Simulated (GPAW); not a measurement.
NaFeO3:

```
Fe Na O
1.0
     3.83048    0.00000    0.00000
     0.00000    3.83048    0.00000
     0.00000    0.00000    3.83048
Fe Na O
1 1 3
Direct
  0.50000 0.50000 0.50000
  0.00000 0.00000 0.00000
  0.00000 0.50000 0.50000
  0.50000 0.00000 0.50000
  0.50000 0.50000 0.00000
```

The cell comes from a database or a generator and needn't be the stable form of this composition.

```yaml
Program: GPAW 26.7.0
Task: relaxation of cell and atoms
Functional: PBEsol
Potentials_or_basis: PAW data sets generated in the run's folder for this functional
Cutoff: 800 eV
Basis: pw
k_mesh: 5 × 5 × 5
Occupations: fermi-dirac, width 0.05 eV
Spin: collinear spin, ferromagnetic start
Starting_moments: "[3.0, 0.0, 0.0, 0.0, 0.0] μB"
```

At the start: pressure -12.9 GPa; volume 11.24 Å³/atom.

Question: Where does the relaxation end?

Answer: Over 4 steps the energy falls by 46.1 meV/atom and the volume is 10.13 Å³/atom (-9.9 %); space group Pm-3m (No. 221, to 0.05 Å); moment 3.80 μB per cell.

Step by step:
```tsv
step	energy change (eV)	largest force (eV/Å)	pressure (GPa)	volume (Å³)
1	0.0000	0.0000	-12.95	56.20
2	-0.0334	0.0000	-12.13	55.77
3	-0.2291	0.0000	1.00	50.29
4	-0.2304	0.0000	-0.12	50.65
```

Final structure:
```xyz
5
Lattice="3.7000 0.0000 0.0000 0.0000 3.7000 0.0000 0.0000 0.0000 3.7000" Properties=species:S:1:pos:R:3 pbc="T T T"
Fe    1.8500    1.8500    1.8500
Na    0.0000    0.0000    0.0000
O     0.0000    1.8500    1.8500
O     1.8500    0.0000    1.8500
O     1.8500    1.8500    0.0000
```

Caveat: each step starts from the last one's moments, so a moment once lost doesn't come back; later steps reuse the first step's grids; a cell with one magnetic atom can't hold antiferromagnetic order, which such compounds often take.
